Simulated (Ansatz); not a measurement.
# HNO2 (nitrous acid) at PBE/def2-TZVP

Aim: the electronic atomisation energy of HNO2 (nitrous acid) at PBE/def2-TZVP, from 4 runs. 

The calculation is run with Ansatz 0.2.0.

55 further runs of the same task are left out: 55 set aside as unsound or not needed.

## 1. Starting point

HNO2: 4 atoms, total charge 0, spin state singlet. As SMILES, `O=NO`. Geometry: relaxed at PBE0-D4/def2-TZVP.

Bond lengths: O1–N2 1.162 Å, N2–O3 1.397 Å, O3–H4 0.967 Å. Angles: O1–N2–O3 111.2°, N2–O3–H4 102.9°.

## 2. A single-point energy at PBE/def2-TZVP

in.yaml reads:

```yaml
crystal:
  periodic: [false, false, false]
  atoms:
    - symbol: O
      position_ang: [0.413650, 0.047230, 1.437260]
    - symbol: N
      position_ang: [0.320150, -0.419400, 0.377370]
    - symbol: O
      position_ang: [-0.362650, 0.434660, -0.492650]
    - symbol: H
      position_ang: [-0.371140, -0.062490, -1.321980]
basis:
  gaussian: {orbitals: def2-TZVP}
hamiltonian: {xc: pbe}
accuracy: high
output: {orbitals: {seedname: orbitals}}
```

Launch:

```bash
ansatz run in.yaml --threads 1 --pin off --max-ram 3480MiB --events-out events.jsonl --progress --plain --runs-dir runs
```

Log:

```text
Warning: RAYON_NUM_THREADS=1 ignored (pool sized by the plan → 1); use --threads N
Functional definition: PBE
  name "PBE"
  parameter kappa = 0.804
  parameter beta = 0.06672455060314922
  exchange = pbe_x(kappa = kappa, mu = beta*pi^2/3)
  correlation = pbe_c(beta = beta)
1704 factors; integrals over basis functions are off by at most 3.2e-9 eV
mean field evaluation 1: about -5590.6536 eV, gradient 5.1e1 eV
mean field evaluation 2: about -5577.7046 eV, gradient 1.0e2 eV
mean field evaluation 4: about -5594.3743 eV, gradient 1.2e1 eV
mean field evaluation 8: about -5594.6252 eV, gradient 7.0e-1 eV
mean field evaluation 16: about -5594.6260 eV, gradient 1.7e-5 eV
mean field -5594.62599429 eV, -205.5987131163 hartree, gradient 2.3e-8 eV, S^2 0.000000; 0 other end points of the search recorded, 0 dependent functions left out
reference -5594.62599644 eV, -205.5987131956 hartree; 12, 12 occupied and 87, 87 virtual orbitals, 1704 factors
Total energy: -5594.62599644 eV, -205.5987131956 hartree
```

It took 3.6 s on 1 thread of Arm Neoverse V1, shared host; peak memory 0.21 GiB.

## 3. The H atom, same level

run.yaml reads:

```yaml
basis:
  gaussian:
    orbitals: def2-TZVP
crystal:
  periodic: [false, false, false]
  atoms:
    - {symbol: H, position_ang: [0.000000, 0.000000, 0.000000]}
magnetization:
  spin_polarized: true
  initial_magnetization: 1
hamiltonian:
  xc: pbe
accuracy: high
```

Launch:

```bash
ansatz run run.yaml --threads 1 --pin off --max-ram 3480MiB --events-out events.jsonl --progress --plain --runs-dir runs
```

Log:

```text
Warning: RAYON_NUM_THREADS=1 ignored (pool sized by the plan → 1); use --threads N
Functional definition: PBE
  name "PBE"
  parameter kappa = 0.804
  parameter beta = 0.06672455060314922
  exchange = pbe_x(kappa = kappa, mu = beta*pi^2/3)
  correlation = pbe_c(beta = beta)
21 factors; integrals over basis functions are off by at most 4.9e-8 eV
mean field evaluation 1: about -13.5916 eV, gradient 5.5e-1 eV
mean field evaluation 2: about -13.5959 eV, gradient 8.6e-2 eV
mean field evaluation 4: about -13.5952 eV, gradient 3.1e-3 eV
mean field evaluation 8: about -13.5952 eV, gradient 1.4e-6 eV
mean field -13.59523232 eV, -0.4996155727 hartree, gradient 7.3e-9 eV, S^2 0.750000; 0 other end points of the search recorded, 0 dependent functions left out
reference -13.59523475 eV, -0.4996156620 hartree; 1, 0 occupied and 5, 6 virtual orbitals, 21 factors
Total energy: -13.59523475 eV, -0.4996156620 hartree
```

Run time: 0.12 s. Hardware: 1 thread of Arm Neoverse V1, shared host.

## 4. The N atom at the same level

job.yaml reads:

```yaml
crystal:
  periodic: [false, false, false]
  atoms:
    - {symbol: N, position_ang: [0.000000, 0.000000, 0.000000]}
basis:
  gaussian:
    orbitals: def2-TZVP
magnetization:
  spin_polarized: true
  initial_magnetization: 3
hamiltonian:
  xc: pbe
accuracy: high
```

Run the same way, it converges to -54.53214 Eh (log not shown).

## 5. The O atom at the same level

molecule.yaml reads:

```yaml
crystal:
  periodic: [false, false, false]
  atoms:
    - {symbol: O, position_ang: [0.000000, 0.000000, 0.000000]}
basis:
  gaussian:
    orbitals: def2-TZVP
magnetization:
  spin_polarized: true
  initial_magnetization: 2
hamiltonian:
  xc: {name: PBE}
accuracy: high
```

Run the same way, it converges to -75.00967 Eh (log not shown).

## 6. What came out

Level: PBE/def2-TZVP.

```
                     quantity          value
       molecule: total energy  -205.59871 Eh
        molecule: HOMO energy       -6.43 eV
        molecule: LUMO energy       -3.29 eV
      molecule: HOMO–LUMO gap        3.14 eV
         H atom: total energy    -0.49962 Eh
                 H atom: ⟨S²⟩          0.750
         N atom: total energy   -54.53214 Eh
                 N atom: ⟨S²⟩          3.752
         O atom: total energy   -75.00967 Eh
                 O atom: ⟨S²⟩          2.003
electronic atomisation energy      14.901 eV
```

In words: Taking the molecule apart into free atoms costs 14.90 eV (344 kcal/mol), before zero-point energy and without spin-orbit coupling.
